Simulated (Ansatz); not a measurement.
Write a Python script for the Python package of Ansatz (0.2.0) that makes a single point in a Gaussian basis of CH6FNOSi, SMILES C[Si](N)(O)F. Level of theory: revpbe0, def2-SVP basis, multiplicity 1.

```xyz
11

C    -1.1079    0.8273   -0.4839
Si    0.2074   -0.0814    0.2553
N     1.1869   -0.8247   -0.8808
O    -0.1575   -1.2982    1.2521
F     1.1548    0.8884    1.0828
H    -0.7835    1.6821   -1.1517
H    -1.7530    1.3494    0.2723
H    -1.7716    0.2500   -1.1042
H     2.0053   -0.1841   -1.0005
H     1.6224   -1.6350   -0.3775
H    -0.5379   -1.0308    2.1566
```

Script `run_energy.py`:
```python
'''Electronic structure of the CH6FNOSi molecule.'''

from pathlib import Path

import ansatz as az
import numpy as np

geometry_ang = [
    ('C', [-1.1079, 0.8273, -0.4839]),
    ('Si', [0.2074, -0.0814, 0.2553]),
    ('N', [1.1869, -0.8247, -0.8808]),
    ('O', [-0.1575, -1.2982, 1.2521]),
    ('F', [1.1548, 0.8884, 1.0828]),
    ('H', [-0.7835, 1.6821, -1.1517]),
    ('H', [-1.753, 1.3494, 0.2723]),
    ('H', [-1.7716, 0.25, -1.1042]),
    ('H', [2.0053, -0.1841, -1.0005]),
    ('H', [1.6224, -1.635, -0.3775]),
    ('H', [-0.5379, -1.0308, 2.1566]),
]
system = az.Crystal.molecule()
for symbol, xyz in geometry_ang:
    system = system.atom(symbol, xyz)

calc = system.calculation().basis(gaussian='def2-SVP').functional('revpbe0').forces().orbitals()
out = calc.run(threads=1, backend='cpu', runs_dir='out')
rep = out.report

print(f'E = {rep["free_energy_ev"]:.6f} eV = {rep["free_energy_ev"] / 27.211386246:.7f} Ha')
print('converged:', rep['converged'], ' doubts:', rep['published_state_doubts'] or 'none')

symbols = [site.symbol for site in system.cartesian_sites]
forces = np.array(rep['forces_ev_ang'])
print('largest force', round(float(np.linalg.norm(forces, axis=1).max()), 4), 'eV/A, rms', round(float(np.sqrt((forces ** 2).mean())), 4))

charges = rep['charge_distribution']
print('dipole moment', round(4.803205 * float(np.linalg.norm(charges['dipole_moment_e_ang'])), 3), 'D')
print('Mulliken:', [(s, round(q, 3)) for s, q in zip(symbols, charges['mulliken_charges_e'])])

lines = Path(rep['orbitals_path']).read_text().splitlines()
field_of = lambda key: [line.split('=')[1].strip() for line in lines if line.startswith(key)]
orbitals = [(27.211386 * float(e), s, float(n)) for e, s, n in zip(field_of('Ene='), field_of('Spin='), field_of('Occup='))]
homo = max(e for e, _, n in orbitals if n > 0.5)
lumo = min(e for e, _, n in orbitals if n < 0.5)
for e, spin, n in sorted(orbitals):
    if homo - 10 < e < lumo + 5:
        print(f'{spin:6s} {e:10.3f} eV  occupation {n:.0f}')
```

```console
$ python run_energy.py
E = -15256.741723 eV = -560.6749169 Ha
converged: True  doubts: none
largest force 4.046 eV/A, rms 1.3027
dipole moment 1.474 D
Mulliken: [('C', -0.352), ('Si', 0.78), ('N', -0.352), ('O', -0.417), ('F', -0.351), ('H', 0.08), ('H', 0.064), ('H', 0.079), ('H', 0.122), ('H', 0.131), ('H', 0.217)]
Alpha     -15.269 eV  occupation 2
Alpha     -14.011 eV  occupation 2
Alpha     -12.763 eV  occupation 2
Alpha     -12.275 eV  occupation 2
Alpha     -12.010 eV  occupation 2
Alpha     -11.855 eV  occupation 2
Alpha     -11.234 eV  occupation 2
Alpha     -11.104 eV  occupation 2
Alpha     -10.278 eV  occupation 2
Alpha      -9.674 eV  occupation 2
Alpha      -9.125 eV  occupation 2
Alpha      -7.556 eV  occupation 2
Alpha       1.129 eV  occupation 0
Alpha       2.225 eV  occupation 0
Alpha       2.622 eV  occupation 0
Alpha       2.871 eV  occupation 0
Alpha       3.215 eV  occupation 0
Alpha       3.893 eV  occupation 0
Alpha       4.354 eV  occupation 0
Alpha       4.735 eV  occupation 0
```

Caveats:
- Total energies depend on the basis set; only differences at equal settings carry meaning.
- The geometry is a force-field or estimated start, not a minimum of this method, and the basis set is short of its limit.
- Alpha marks a spatial orbital of a restricted run, filled by both spins.
- Levels such as HOMO and LUMO are orbital energies: with these approximate functionals they aren't the ionisation energy and electron affinity, and their gap isn't the fundamental gap.
- Timing: 8.3 s on 1 thread of Arm Neoverse N1, with other jobs on the host, peak memory 0.27 GiB.
